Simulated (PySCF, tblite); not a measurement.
# C3H10BN: geometry, infrared bands, NMR shifts, spin-spin couplings, electronic excitations and core binding energies

Wanted: the infrared bands, NMR shifts, spin-spin couplings, electronic excitations and core binding energies of C3H10BN (`CCB(C)N`), by calculation.

Programs: tblite 0.8.0 and PySCF 2.14.0, with density-fitted response routines of our own. Each step states its level of theory. These are calculated values for one molecule in the gas phase, unless marked as measured. Atoms count from 0, in the outputs and in this text.

## 1. The molecule as given

15 atoms, charge 0, multiplicity 1; geometry from: force field or distance geometry start.

Bonds of the start (Å): C0–C1 1.51, C1–B2 1.58, B2–C3 1.60, B2–N4 1.54, C0–H5 1.10, C0–H6 1.11, C0–H7 1.12, C1–H8 1.12, C1–H9 1.13, C3–H10 1.10, C3–H11 1.10, C3–H12 1.14, N4–H13 1.06, N4–H14 1.05.

## 2. Relaxing the molecule with GFN2-xTB

What the job is given:

```
{"job": {"kind": "relax", "xc": "GFN2-xTB", "basis": "xTB"}, "charge": 0, "multiplicity": 1}
C      2.068100     0.355400    -0.310300
C      0.897900    -0.466900     0.181800
B     -0.493400     0.122400    -0.271700
C     -1.698700    -0.928100    -0.181700
N     -0.935900     1.523300     0.190100
H      2.443800    -0.023300    -1.267400
H      2.896000     0.269200     0.419300
H      1.809300     1.446700    -0.363600
H      0.984700    -1.466400    -0.317300
H      0.904200    -0.577000     1.310700
H     -2.673100    -0.446200    -0.315100
H     -1.526000    -1.768900    -0.867000
H     -1.667300    -1.249100     0.911300
H     -1.827200     1.689300    -0.351000
H     -1.186700     1.527600     1.210000
```

Run with:

```sh
OMP_NUM_THREADS=1 python probes_run.py task.json out
```

One launch serves the whole session: the jobs run in the order shown.

**Question.** This job is followed by: GFN2-xTB harmonic vibrations, gas phase; PBE0-D3(BJ)/def2-SVP geometry optimisation, gas phase; GIAO PBE0/pcSseg-1 NMR shielding, non-relativistic, gas phase; B3LYP/pcJ-1 indirect spin-spin coupling, non-relativistic, gas phase; TDDFT CAM-B3LYP/def2-SVPD, vertical, gas phase, core orbitals frozen in the response; GIAO PBE0/pcSseg-2 NMR shielding, non-relativistic, gas phase; delta-SCF UKS SCAN, pcX-2 on the ionised atom, pcseg-1 elsewhere, spin-free X2C. What will the session give for the following? strongest single infrared mode (GFN2-xTB); zero-point energy (GFN2-xTB); point group; rotational constants (main isotopes); ¹³C shifts against TMS (PBE0/pcSseg-1); ¹H shifts against TMS (PBE0/pcSseg-1, means over atoms taken as alike); ¹¹B shifts against BF3·OEt2 (PBE0/pcSseg-1); ¹⁵N shifts against NH3 (PBE0/pcSseg-1); largest coupling of the table (B3LYP/pcJ-1); lowest singlet (CAM-B3LYP/def2-SVPD); brightest single state of those computed; lowest triplet; vertical ionisation energy (ΔSCF); C1s binding energies, SCAN/pcX-2; B1s binding energies, SCAN/pcX-2; N1s binding energies, SCAN/pcX-2; range of the shift of N4.

The runs gave:

| quantity | value |
| --- | --- |
| strongest single infrared mode (GFN2-xTB) | 607 cm⁻¹, 179 km/mol |
| zero-point energy (GFN2-xTB) | 82.8 kcal/mol |
| point group | Cs |
| rotational constants (main isotopes) | 7.86, 3.22, 2.38 GHz |
| ¹³C shifts against TMS (PBE0/pcSseg-1) | 16.8, 9.3, 2.7 ppm |
| ¹H shifts against TMS (PBE0/pcSseg-1, means over atoms taken as alike) | 3.57, 0.89, 0.88, 0.23 ppm |
| ¹¹B shifts against BF3·OEt2 (PBE0/pcSseg-1) | 46.1 ppm |
| ¹⁵N shifts against NH3 (PBE0/pcSseg-1) | 103.2 ppm |
| largest coupling of the table (B3LYP/pcJ-1) | ¹J(C,H) C0–H5, 130.2 Hz |
| lowest singlet (CAM-B3LYP/def2-SVPD) | 7.21 eV (172 nm), f = 0.025 |
| brightest single state of those computed | state 4, 8.40 eV, f = 0.187 |
| lowest triplet | 6.78 eV |
| vertical ionisation energy (ΔSCF) | 10.33 eV |
| C1s binding energies, SCAN/pcX-2 | C0 290.39, C3 289.72, C1 289.70 eV |
| B1s binding energies, SCAN/pcX-2 | B2 195.09 eV |
| N1s binding energies, SCAN/pcX-2 | N4 404.86 eV |
| range of the shift of N4 | 99.1 to 103.2 ppm |

Relaxing lowered the energy by 1.772 eV in 154 steps; the close pair that moved most is B2–N4, from 1.540 to 1.384 Å (GFN2-xTB). The lowest mode is imaginary (62i cm⁻¹), so the xTB geometry is not a minimum. The strongest single mode, at 607 cm⁻¹, moves mainly H14 and H13. GFN2-xTB is a fitted tight-binding method: band positions and strengths are rough. Its intensities can rank the bands wrongly. Over 5 steps the energy fell by 0.147 eV; of the close pairs, C3–H12 changed most, 1.062 to 1.100 Å (PBE0/def2-SVP). No frequency check was run at this level, so the end point may be a saddle. At PBE0/pcSseg-1: The largest span, 139 ppm, is at N4, where the paramagnetic term is -156 ppm. Couplings across rotatable bonds belong to this one conformer; where others are populated, the observed values are averages. The first singlet state (HOMO→LUMO 0.88, HOMO→LUMO+2 0.09) lies at 7.21 eV and is weak; of the 10 states computed, the strongest absorption comes from state 4 at 8.40 eV. The lowest triplet lies 0.43 eV below the lowest singlet (triplets in Tamm-Dancoff, singlets in full TDDFT). The orbital energy would give 9.51 eV for ionisation, ΔSCF gives 10.33 eV. In this run the hole sits in HOMO−1, not in the HOMO; unless the two are degenerate, this need not be the first ionisation. C0 (methyl carbon) binds its C1s electron 0.69 eV more tightly than C1 (sp3 CH2 bonded to B). In ppm, N4 moves most: its shift spreads over 4.1 ppm, from 99.1 (PBE0/pcSseg-2) to 103.2 (PBE0/pcSseg-1). Most of that comes from the computed reference, not from the atom's own shielding.
